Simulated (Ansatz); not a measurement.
# Sc3B2Sb: the cost of one run

Program: Ansatz 0.2.0. Level of theory: DFT PBE, scalar-relativistic, plane waves, PAW. These are calculated values, not measurements.

### Step 1. The system as given

The structure is tetragonal, space group P4/mmm (No. 123). Conventional cell: a = 4.457 Å, b = 4.457 Å, c = 5.332 Å, α = 90.00°, β = 90.00°, γ = 90.00°. Around Sc (site symmetry mmm) lie 2 Sb at 2.23 Å. Sc (site symmetry 4/mmm) is surrounded by 8 B at 3.25 Å and 8 Sc at 3.47 Å. B (site symmetry 4mm) is surrounded by 1 B at 1.61 Å and 1 Sb at 1.86 Å. Sb (site symmetry 4/mmm) is surrounded by 2 B at 1.86 Å.

Coordinates:

```
Sc B Sb
1.0
     4.45705    0.00000    0.00000
     0.00000    4.45705    0.00000
     0.00000    0.00000    5.33199
Sc B Sb
3 2 1
Direct
  0.00000 0.50000 0.00000
  0.50000 0.00000 0.00000
  0.00000 0.00000 0.50000
  0.50000 0.50000 0.65128
  0.50000 0.50000 0.34872
  0.50000 0.50000 0.00000
```

The cell is invented: random cell by space group and Wyckoff sites (P4/mmm, No. 123). Lengths come from tabulated atomic sizes and are only a guess.

### Step 2. A first look at the guess

The input, input.yaml:

```yaml
crystal:
  lattice:
    - [4.45705148, 0.0, 0.0]
    - [0.0, 4.45705148, 0.0]
    - [0.0, 0.0, 5.33198828]
  atoms:
    - { symbol: Sc, position: [0.0, 0.5, 0.0] }
    - { symbol: Sc, position: [0.5, 0.0, 0.0] }
    - { symbol: Sc, position: [0.0, 0.0, 0.5] }
    - { symbol: B, position: [0.5, 0.5, 0.65128146] }
    - { symbol: B, position: [0.5, 0.5, 0.34871854] }
    - { symbol: Sb, position: [0.5, 0.5, 0.0] }
basis:
  ecutwfc: 420
kpoints:
  mp_grid: { grid: [4, 4, 4] }
hamiltonian:
  xc: pbe
scf:
  occupations: { method: gaussian, width: 0.1 }
  lower_state_search: "off"
output:
  forces: true
  stress: true
  eigenvalues: true
```

Run with:

```bash
ansatz run input.yaml --threads 1 --pin off --max-ram 2560MiB --backend cpu --events-out ev --progress --plain --runs-dir out
```

Q: Estimate wall time and peak memory on 1 thread of Intel Xeon at 2.50GHz (Skylake/Cascade Lake), shared host.

About 7 s, with a peak of 0.4 GiB.
